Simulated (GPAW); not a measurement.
Runs of GPAW 26.7.0 on LiY3. The structure is tetragonal, space group I4/mmm (No. 139). Conventional cell: a = 4.734 Å, b = 4.734 Å, c = 10.653 Å, α = 90.00°, β = 90.00°, γ = 90.00°. Y (site symmetry 4/mmm) has 4 Li at 3.35 Å and 8 Y at 3.56 Å as nearest neighbours. Y (site symmetry -4m2) has 8 Y at 3.35 to 3.56 Å and 4 Li at 3.56 Å as nearest neighbours. Li (site symmetry 4/mmm) is surrounded by 12 Y at 3.35 to 3.56 Å. The cell comes from a database or a generator and needn't be the stable form of this composition.

| U | gap on the mesh (eV) | pressure (GPa) |
| --- | --- | --- |
| Y d U = 2 eV | none | 3.3 |
| Y d U = 3 eV | none | 5.1 |
| Y d U = 4 eV | none | 7.0 |
| Y d U = 5 eV | none | (a) |

Alike in all rows: task single point; level PBE+U; potentials or basis GPAW PAW data sets (gpaw-data 1.2.1), pw; no spin polarisation; cell as given; k mesh 6 × 6 × 6; cutoff (eV) 800; smearing fermi-dirac 0.05 eV.

**Question.** Fill in the values left out.

**Answer.** (a) 8.8.

Caveats: U without spin polarisation on a metal has little footing; the U is typed as a test and isn't derived for this compound.

A k mesh can miss the band edges, and the runs leave out spin-orbit coupling on Y.

A gap of «none» marks a metal or a gap under the smearing width.
